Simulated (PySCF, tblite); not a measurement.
# C4H12NPSi2: geometry, infrared bands and NMR shifts

What infrared bands and NMR shifts should C4H12NPSi2 (`CN(C)[SiH2]C#C[SiH2]P`) show?

Programs: tblite 0.8.0 and PySCF 2.14.0, with density-fitted response routines of our own. Each step states its level of theory. These are calculated values for one molecule in the gas phase, unless marked as measured. Atoms count from 0, in the outputs and in this text.

### Step 1. The molecule as given

20 atoms, charge 0, multiplicity 1; geometry from: force field or distance geometry start.

Bonds of the start (Å): C0–N1 1.46, N1–C2 1.45, N1–Si3 1.79, Si3–C4 1.83, C4–C5 1.21, C5–Si6 1.83, Si6–P7 2.20, C0–H8 1.13, C0–H9 1.12, C0–H10 1.10, C2–H11 1.11, C2–H12 1.12, C2–H13 1.11, Si3–H14 1.48, Si3–H15 1.49, Si6–H16 1.47, Si6–H17 1.49, P7–H18 1.46, P7–H19 1.45.

### Step 2. Geometry optimisation with GFN2-xTB

The job: settings as JSON, then the geometry in Å.

```
{"job": {"kind": "relax", "xc": "GFN2-xTB", "basis": "xTB"}, "charge": 0, "multiplicity": 1}
C     -2.471400    -0.165700     0.693800
N     -1.944700     0.384600    -0.549100
C     -3.018900     0.244400    -1.515800
Si    -0.607900    -0.599400    -1.221200
C      0.798000    -0.541400    -0.053400
C      1.746300    -0.499200     0.699200
Si     3.189500    -0.455000     1.822700
P      4.770600     0.722500     0.854700
H     -3.592100    -0.109700     0.607400
H     -2.196400     0.434400     1.593300
H     -2.217600    -1.234400     0.791100
H     -2.618200     0.157900    -2.547400
H     -3.541500    -0.713200    -1.253800
H     -3.751500     1.072700    -1.401600
H     -0.196900     0.013700    -2.501500
H     -1.049900    -2.007200    -1.394600
H      2.750800     0.136800     3.096200
H      3.747300    -1.816100     2.038700
H      5.916000    -0.148700     0.638000
H      4.283500     1.249600    -0.399700
```

Command:

```bash
$ OMP_NUM_THREADS=1 python probes_run.py task.json out
```

This one command runs all jobs of the session in turn.

**Question.** This job is followed by: GFN2-xTB harmonic vibrations, gas phase; GIAO PBE0/pcSseg-1 NMR shielding, non-relativistic, gas phase. What will the session give for the following? strongest single infrared mode (GFN2-xTB); zero-point energy (GFN2-xTB); 13C shifts against TMS (PBE0/pcSseg-1, means over atoms taken as alike); 1H shifts against TMS (PBE0/pcSseg-1, means over atoms taken as alike); 15N shifts against NH3 (PBE0/pcSseg-1); 29Si shifts against TMS (PBE0/pcSseg-1); 31P shifts against H3PO4 (PBE0/pcSseg-1).

**Answer**, as computed:

| quantity | value |
| --- | --- |
| strongest single infrared mode (GFN2-xTB) | 715 cm⁻¹, 465 km/mol |
| zero-point energy (GFN2-xTB) | 88.1 kcal/mol |
| 13C shifts against TMS (PBE0/pcSseg-1, means over atoms taken as alike) | 121.6, 115.4, 40.7 ppm |
| 1H shifts against TMS (PBE0/pcSseg-1, means over atoms taken as alike) | 4.94, 4.60, 2.68, 1.39 ppm |
| 15N shifts against NH3 (PBE0/pcSseg-1) | 14.3 ppm |
| 29Si shifts against TMS (PBE0/pcSseg-1) | -54.0, -76.2 ppm |
| 31P shifts against H3PO4 (PBE0/pcSseg-1) | -282.0 ppm |

In words: Relaxing lowered the energy by 1.358 eV in 170 steps; the close pair that moved most is P7–H18, from 1.455 to 1.383 Å. The lowest mode is slightly imaginary (7i cm⁻¹), a soft motion within the noise of the Hessian, so the minimum is not strictly shown. The strongest single mode, at 715 cm⁻¹, has its largest shares on H18, H16, H19 and H17 (the list is cut at 4 atoms). GFN2-xTB is a fitted tight-binding method: band positions and strengths are rough. Its intensities can rank the bands wrongly. At PBE0/pcSseg-1: Shielding is most anisotropic at C5 (span 298 ppm, paramagnetic term -196 ppm).
